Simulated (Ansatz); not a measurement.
Geometry optimisation, DFT PBE, scalar-relativistic, plane waves, PAW (Ansatz).

input.yaml

```yaml
crystal:
  lattice:
    - [6.708233, 0.0, 0.0]
    - [-3.354116, 7.122313, 0.0]
    - [0.0, 0.0, 18.050214]
  atoms:
    - { symbol: Gd, position: [0.1990525, 0.7314383, 0.0853413], spin: 7.0 }
    - { symbol: Gd, position: [0.3379101, 0.3424869, 0.1287031], spin: 7.0 }
    - { symbol: Se, position: [0.0, 0.0, 0.055401] }
    - { symbol: O, position: [0.0462502, 0.4258337, 0.1194113] }
    - { symbol: O, position: [0.4907125, 0.6480916, 0.0946331] }
    - { symbol: Gd, position: [0.7360151, 0.8053636, 0.1885837], spin: 7.0 }
    - { symbol: Gd, position: [0.8748728, 0.4164122, 0.2319455], spin: 7.0 }
    - { symbol: Se, position: [0.5369626, 0.0739253, 0.1586434] }
    - { symbol: O, position: [0.5832128, 0.4997589, 0.2226537] }
    - { symbol: O, position: [0.0276751, 0.7220169, 0.1978755] }
    - { symbol: Gd, position: [0.2729778, 0.8792888, 0.2918261], spin: 7.0 }
    - { symbol: Gd, position: [0.4118354, 0.4903374, 0.335188], spin: 7.0 }
    - { symbol: Se, position: [0.0739253, 0.1478505, 0.2618858] }
    - { symbol: O, position: [0.1201754, 0.5736842, 0.3258961] }
    - { symbol: O, position: [0.5646377, 0.7959421, 0.301118] }
    - { symbol: P, position: [0.0759052, 0.0462137, 0.4127494], spin: 1.0 }
magnetization:
  spin_polarized: true
basis:
  ecutwfc: 420.0
kpoints:
  mp_grid: { grid: [2, 2, 1] }
hamiltonian:
  xc: pbe
scf:
  occupations: { method: fermi_dirac, width: 0.05 }
  lower_state_search: "off"
relax:
  f_tol: 0.03
  max_steps: 60
  adjacent_minimum: "off"
  constraints: [{ sites: [0, 1, 2, 3, 4] }]
```

Run as:

```bash
$ ansatz run input.yaml --threads 4 --pin off --max-ram 10240MiB --backend cpu --events-out ev --progress --plain --runs-dir out
```

Problem. Where does it end, and by what steps?

Solution. It converged. The force dipped under the threshold on the way, but the program's further checks kept it going. Limits of this set-up: coarse k mesh, thin slab, slab without dipole correction. After 10 steps the energy has fallen by 2.160 eV; P16 moved furthest, 1.17 Å.

```
step  energy less start (eV)  largest force component (eV/Å)  accepted
   0                  0.0000                           2.035       yes
   1                 -1.2403                           1.847       yes
   2                 -1.7295                           0.577       yes
   3                 -1.9321                           0.458       yes
   4                 -2.0638                           0.291       yes
   5                 -2.1265                           0.133       yes
   6                 -2.1473                           0.192       yes
   7                 -2.1579                           0.069       yes
   8                 -2.1592                           0.083       yes
   9                 -2.1600                           0.012       yes
  10                 -2.1600                           0.012       yes
```

```xyz
16
Lattice="6.7082 0.0000 0.0000 -3.3541 7.1223 0.0000 0.0000 0.0000 18.0502" Properties=species:S:1:pos:R:3
Gd -1.118 5.210 1.540
Gd 1.118 2.439 2.323
Se 0.000 0.000 1.000
O -1.118 3.033 2.155
O 1.118 4.616 1.708
Gd 2.212 5.734 3.226
Gd 4.492 2.970 4.018
Se 3.334 0.519 2.757
O 2.232 3.432 4.069
O -2.255 5.167 3.450
Gd -1.053 6.181 5.095
Gd 1.006 3.661 5.914
Se -0.007 1.006 4.964
O -1.096 4.025 5.676
O 1.068 5.715 5.273
P 1.187 0.955 6.924
```

Whether the end is a true minimum wasn't checked by a vibrational analysis.

The run took 90 s on 4 threads of Intel(R) Xeon(R) 6975P-C (Granite Rapids), with other jobs on the host, peak memory 2.7 GiB.
